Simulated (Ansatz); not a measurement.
# C2H6BFS: a ladder of functionals and wavefunction methods

One table from this session's results is given with a row withheld; the runs are named, their logs left out.

The runs use Ansatz 0.2.0, Gaussian basis; functionals in def2-TZVPP, the program's frozen cores in correlated methods.

The runs, in order: PBE-D4, r2SCAN-D4, PBE0-D4, B3LYP-D4, ωB97X-V, ωB97M-V, B2PLYP; CCSD(T)/def2-TZVPP; MP2/def2-QZVPP; extrapolation to the limit.

## The relaxed structure

All runs share one geometry, relaxed beforehand with PBE0-D4 in a triple-zeta def2 set.

SMILES `CB(S)CF`, 11 atoms, charge 0, spin multiplicity 1.

Atoms are counted from 1 here; the program's logs count them from 0.

Bond lengths: C1–B2 1.557 Å, C1–H6 1.096 Å, C1–H7 1.090 Å, C1–H8 1.096 Å, B2–S3 1.792 Å, B2–C4 1.575 Å, S3–H9 1.346 Å, C4–F5 1.390 Å, C4–H10 1.098 Å, C4–H11 1.098 Å. Angles: B2–C1–H6 109.3°, B2–C1–H7 115.0°, B2–C1–H8 109.4°, H6–C1–H7 108.8°, H6–C1–H8 105.0°, H7–C1–H8 108.9°, C1–B2–S3 119.2°, C1–B2–C4 121.7°, S3–B2–C4 119.1°, B2–S3–H9 99.1°, B2–C4–F5 112.9°, B2–C4–H10 111.0°, B2–C4–H11 110.8°, F5–C4–H10 107.6°, F5–C4–H11 107.6°, H10–C4–H11 106.6°.

The first run:

in.yaml

```yaml
crystal:
  periodic: [false, false, false]
  atoms:
    - {symbol: C, position_ang: [-1.107451, 1.018814, -0.327955]}
    - {symbol: B, position_ang: [0.117412, 0.057939, -0.349339]}
    - {symbol: S, position_ang: [1.095313, -0.077776, -1.844382]}
    - {symbol: C, position_ang: [0.518342, -0.800705, 0.908520]}
    - {symbol: F, position_ang: [-0.318898, -0.587438, 1.997622]}
    - {symbol: H, position_ang: [-0.982647, 1.746617, 0.481546]}
    - {symbol: H, position_ang: [-1.288002, 1.555975, -1.259600]}
    - {symbol: H, position_ang: [-2.008270, 0.453409, -0.064752]}
    - {symbol: H, position_ang: [2.004362, -0.975931, -1.422256]}
    - {symbol: H, position_ang: [1.544046, -0.575187, 1.228195]}
    - {symbol: H, position_ang: [0.491192, -1.872814, 0.673000]}
basis:
  gaussian: {orbitals: def2-TZVPP}
hamiltonian: {xc: pbe, dispersion: d4}
output: {forces: true, orbitals: {seedname: orbitals}}
```

Run with:

```bash
$ ansatz run in.yaml --threads 4 --pin off --events-out ev --progress --plain --max-ram 10444MiB
```

Among the steps run: PBE-D4 (GGA); r2SCAN-D4 (meta-GGA); PBE0-D4 (hybrid); B3LYP-D4 (hybrid); ωB97X-V (range-separated); ωB97M-V (range-separated); B2PLYP (double hybrid); CCSD(T) in def2-TZVPP; MP2 in def2-QZVPP.

One of the session's tables, all rows but one given; the rest of the session is left out.

It belongs to the step «Atomisation energies». 

```
            method  atomisation energy (kJ/mol)
            PBE-D4                       4245.7
         r2SCAN-D4                       4179.4
           PBE0-D4                       4178.8
          B3LYP-D4                            ?
           ωB97X-V                       4161.4
           ωB97M-V                       4171.4
            B2PLYP                       4107.5
     HF/def2-TZVPP                       3107.0
    MP2/def2-TZVPP                       4109.9
   CCSD/def2-TZVPP                       3983.9
CCSD(T)/def2-TZVPP                       4041.3
           MP2/CBS                       4205.4
       CCSD(T)/CBS                       4136.8
```

Estimate the missing values for B3LYP-D4.

The run gave: atomisation energy (kJ/mol): 4152.0. In the column «atomisation energy (kJ/mol)» it lies between CCSD(T)/CBS (4136.8) and ωB97X-V (4161.4).

To keep in mind: Free atoms (2 C, 1 B, 1 S, 1 F, 6 H) were run apart at each level; the atomisation energy is their sum less the molecule, without zero-point or spin-orbit terms.
